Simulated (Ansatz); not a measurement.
# AlBP2: the cost of one run

Method: reference: DFT, HSE06, plane waves, PAW, in Ansatz 0.2.0.

### 1 The structure to begin with

It takes space group P-4m2 (No. 115, tetragonal). Conventional cell: a = 3.492 Å, b = 3.492 Å, c = 5.214 Å, α = 90.00°, β = 90.00°, γ = 90.00°. Around B (site symmetry -4m2) lie 4 P at 2.06 Å. Around P (site symmetry 2mm) lie 2 B at 2.06 Å and 2 Al at 2.31 Å. Around Al (site symmetry -4m2) lie 4 P at 2.31 Å.

Coordinates:

```cif
data_structure
_symmetry_space_group_name_H-M 'P 1'
_symmetry_Int_Tables_number 1
_cell_length_a 3.4921
_cell_length_b 3.4921
_cell_length_c 5.2136
_cell_angle_alpha 90.000
_cell_angle_beta 90.000
_cell_angle_gamma 90.000
_cell_volume 63.58
loop_
_atom_site_label
_atom_site_type_symbol
_atom_site_fract_x
_atom_site_fract_y
_atom_site_fract_z
_atom_site_occupancy
B1 B 0.00000 0.00000 0.00000 1
P1 P 0.00000 0.50000 0.20914 1
Al1 Al 0.50000 0.50000 0.50000 1
P2 P 0.50000 0.00000 0.79086 1
```

### 2 Reference

File input.yaml:

```yaml
crystal:
  lattice:
    - [3.4921110836, 0.0, 0.0]
    - [0.0, 3.4921110836, 0.0]
    - [0.0, 0.0, 5.2135754173]
  atoms:
    - { symbol: B, position: [0.0, 0.0, 0.0] }
    - { symbol: P, position: [0.0, 0.5, 0.2091361165] }
    - { symbol: Al, position: [0.5, 0.5, 0.5] }
    - { symbol: P, position: [0.5, 0.0, 0.7908638835] }
kpoints:
  mp_grid: { grid: [4, 4, 2] }
hamiltonian:
  xc: hse06
scf:
  occupations: { method: fixed }
  n_extra_bands: 5
output:
  forces: true
  stress: true
  eigenvalues: true
```

On the command line:

```sh
> ansatz run input.yaml --threads 4 --pin off --max-ram 3686MiB --backend cpu --events-out ev --progress --plain --runs-dir out
```

**Question.** How long does this run take on 4 threads of Arm Neoverse N1, shared host, and how much memory does it need?

About 9.4 s, with a peak of 0.69 GiB.
